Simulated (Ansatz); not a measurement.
# Co3Ir: the cost of one run

Computed with Ansatz 0.2.0 (DFT r2SCAN, scalar-relativistic, plane waves, PAW, unless a step's input says otherwise).

2 further runs of the same task are left out: 1 that didn't finish, 1 set aside as unsound or not needed.

### 1 The structure to begin with

Symmetry: Pm-3m, No. 221, cubic system. The conventional cell has a = 3.639 Å, b = 3.639 Å, c = 3.639 Å, α = 90.00°, β = 90.00°, γ = 90.00°. Around Co (site symmetry 4/mmm) lie 8 Co at 2.57 Å and 4 Ir at 2.57 Å. Around Ir (site symmetry m-3m) lie 12 Co at 2.57 Å.

Structure file:

```cif
data_structure
_symmetry_space_group_name_H-M 'Pm-3m'
_symmetry_Int_Tables_number 221
_cell_length_a 3.6390
_cell_length_b 3.6390
_cell_length_c 3.6390
_cell_angle_alpha 90.000
_cell_angle_beta 90.000
_cell_angle_gamma 90.000
_cell_volume 48.19
loop_
_atom_site_label
_atom_site_type_symbol
_atom_site_symmetry_multiplicity
_atom_site_Wyckoff_symbol
_atom_site_fract_x
_atom_site_fract_y
_atom_site_fract_z
_atom_site_occupancy
Co1 Co 3 c 0.00000 0.50000 0.50000 1
Ir1 Ir 1 a 0.00000 0.00000 0.00000 1
```

It goes back to an entry of the Materials Project, which need not be the stable form.

This cell was relaxed beforehand with the same method: volume 12.05 Å³/atom, gap on the mesh none (metal), site moments up to 2.1 μB.

### 2 Point at V/V0 = 0.97

Contents of input.yaml:

```yaml
crystal:
  lattice:
    - [3.6022556124, 0.0, 0.0]
    - [0.0, 3.6022556124, 0.0]
    - [0.0, 0.0, 3.6022556124]
  atoms:
    - { symbol: Co, position: [0.0, 0.5, 0.5], spin: 2.35 }
    - { symbol: Co, position: [0.5, 0.0, 0.5], spin: 2.35 }
    - { symbol: Co, position: [0.5, 0.5, 0.0], spin: 2.35 }
    - { symbol: Ir, position: [0.0, 0.0, 0.0], spin: 0.92 }
basis:
  ecutwfc: 500
kpoints:
  mp_grid: { grid: [12, 12, 12] }
hamiltonian:
  xc: r2scan
scf:
  occupations: { method: gaussian, width: 0.1 }
output:
  forces: true
  stress: true
  eigenvalues: true
  populations: true
magnetization:
  spin_polarized: true
```

Started as:

```sh
$ ansatz run input.yaml --threads 1 --pin off --max-ram 2560MiB --backend cpu --events-out ev --progress --plain --runs-dir out
```

**Question.** How long does this run take on 1 thread of Arm Neoverse V1, shared host, and how much memory does it need?

About 2.1 min, with a peak of 0.69 GiB.
